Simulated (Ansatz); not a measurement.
# Cl: the cost of one run

Computed with Ansatz 0.2.0 (DFT PBE+D3(BJ), scalar-relativistic, plane waves, PAW, unless a step's input says otherwise).

3 further runs of the same task are left out: 3 that didn't finish.

## (1) Starting point

It takes space group Cmce (No. 64, orthorhombic). Conventional cell: a = 6.584 Å, b = 4.069 Å, c = 8.099 Å, α = 90.00°, β = 90.00°, γ = 90.00°. Cl (site symmetry m) has 1 Cl at 2.03 Å as nearest neighbours.

As a file:

```xyz
4
Lattice="3.2922 -2.0343 0.0000 3.2922 2.0343 0.0000 0.0000 0.0000 8.0988" Properties=species:S:1:pos:R:3 pbc="T T T"
Cl    3.2922   -1.5284    0.8812
Cl    3.2922   -0.5060    4.9306
Cl    3.2922    1.5284    7.2176
Cl    3.2922    0.5060    3.1682
```

This cell was relaxed beforehand with the same method: volume 27.12 Å³/atom, gap on the mesh 2.19 eV.

## (2) Optical spectrum

The input, input.yaml:

```yaml
crystal:
  lattice:
    - [3.2922196309, -2.0343235011, 0.0]
    - [3.2922196309, 2.0343235011, 0.0]
    - [0.0, 0.0, 8.0987696847]
  atoms:
    - { symbol: Cl, position: [0.8756465253, 0.1243534747, 0.1088043943] }
    - { symbol: Cl, position: [0.6243534747, 0.3756465253, 0.6088043943] }
    - { symbol: Cl, position: [0.1243534747, 0.8756465253, 0.8911956057] }
    - { symbol: Cl, position: [0.3756465253, 0.6243534747, 0.3911956057] }
basis:
  ecutwfc: 420
kpoints:
  mp_grid: { grid: [8, 8, 4] }
hamiltonian:
  xc: pbe
  dispersion: d3bj
scf:
  occupations: { method: gaussian, width: 0.02 }
  n_extra_bands: 16
output:
  forces: false
  stress: false
  eigenvalues: true
  optics: { e_range: [0, 14], sigma: 0.1, nscf_kmesh: { grid: [12, 12, 6] } }
checkpoint:
  read: start.run
  write: ck
  compress: false
  write_wavefunctions: false
  write_every: 100000
```

Started as:

```
ansatz run input.yaml --threads 1 --pin off --max-ram 2560MiB --backend cpu --events-out ev --progress --plain --runs-dir out
```

What time and memory should one allow on 1 thread of Arm Neoverse V2, shared host?

About 92 s, with a peak of 1.3 GiB.
